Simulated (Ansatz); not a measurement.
# CH₆NOSbSi: a ladder of functionals and wavefunction methods

An exercise on one series of results from a longer session: the logs are not shown, and one member is left open.

The runs use Ansatz 0.2.0, Gaussian basis; functionals in def2-TZVPP, the program's frozen cores in correlated methods.

Plan: PBE-D4, r2SCAN-D4, PBE0-D4, B3LYP-D4, ωB97X-V, ωB97M-V, B2PLYP; CCSD(T)/def2-TZVPP; MP2/def2-QZVPP; extrapolation to the limit.

**The geometry**

The geometry comes from an earlier relaxation with PBE0-D4 in a triple-zeta def2 set; it is a stationary point, not always the lowest conformer. Sb takes the def2 core potential; no spin-orbit term is included.

SMILES `[SiH3]O/C=[N]\[SbH2]`, 11 atoms, charge 0, spin multiplicity 1.

Atoms are counted from 1 here; the program's logs count them from 0.

Bond lengths: Si1–O2 1.667 Å, Si1–H6 1.477 Å, Si1–H7 1.485 Å, Si1–H8 1.485 Å, O2–C3 1.352 Å, C3–N4 1.250 Å, C3–H9 1.099 Å, N4–Sb5 2.065 Å, Sb5–H10 1.717 Å, Sb5–H11 1.717 Å. Angles: O2–Si1–H6 105.3°, O2–Si1–H7 110.0°, O2–Si1–H8 110.0°, H6–Si1–H7 111.1°, H6–Si1–H8 111.1°, H7–Si1–H8 109.3°, Si1–O2–C3 125.6°, O2–C3–N4 126.2°, O2–C3–H9 113.9°, N4–C3–H9 119.9°, C3–N4–Sb5 120.8°, N4–Sb5–H10 97.1°, N4–Sb5–H11 97.1°, H10–Sb5–H11 90.1°.

Set-up of the first run:

The input, in.yaml:

```yaml
crystal:
  periodic: [false, false, false]
  atoms:
    - {symbol: Si, position_ang: [-1.711082, 0.774272, 0.198134]}
    - {symbol: O, position_ang: [-0.223926, 0.040662, 0.023540]}
    - {symbol: C, position_ang: [0.965654, 0.680269, -0.041995]}
    - {symbol: N, position_ang: [2.086665, 0.142255, -0.171337]}
    - {symbol: Sb, position_ang: [2.266573, -1.910104, -0.308030]}
    - {symbol: H, position_ang: [-2.690622, -0.331342, 0.211485]}
    - {symbol: H, position_ang: [-1.754312, 1.541113, 1.468682]}
    - {symbol: H, position_ang: [-1.960952, 1.695296, -0.939226]}
    - {symbol: H, position_ang: [0.887212, 1.774019, 0.029349]}
    - {symbol: H, position_ang: [0.994369, -2.160410, -1.434000]}
    - {symbol: H, position_ang: [1.205822, -2.303030, 0.983999]}
basis:
  gaussian: {orbitals: def2-TZVPP}
hamiltonian: {xc: pbe, dispersion: d4}
output: {forces: true, orbitals: {seedname: orbitals}}
```

On the command line:

```bash
ansatz run in.yaml --threads 4 --pin off --events-out ev --progress --plain --max-ram 10444MiB
```

Among the steps run: PBE-D4 (GGA); r2SCAN-D4 (meta-GGA); PBE0-D4 (hybrid); B3LYP-D4 (hybrid); ωB97X-V (range-separated); ωB97M-V (range-separated); B2PLYP (double hybrid); CCSD(T) in def2-TZVPP; MP2 in def2-QZVPP.

One table of the session follows, with a row left open; its other results are not shown here.

| method | atomisation energy (eV) |
| --- | --- |
| PBE-D4 | 38.177 |
| r2SCAN-D4 | 37.274 |
| PBE0-D4 | 37.093 |
| B3LYP-D4 | ? |
| ωB97X-V | 37.755 |
| ωB97M-V | 37.437 |
| B2PLYP | 36.947 |
| HF/def2-TZVPP | 24.833 |
| MP2/def2-TZVPP | 36.451 |
| CCSD/def2-TZVPP | 35.407 |
| CCSD(T)/def2-TZVPP | 36.153 |
| MP2/CBS | 37.699 |
| CCSD(T)/CBS | 37.401 |

Estimate the missing values for B3LYP-D4.

As computed: atomisation energy (eV): 37.625. In the column «atomisation energy (eV)» it lies between ωB97M-V (37.437) and MP2/CBS (37.699).
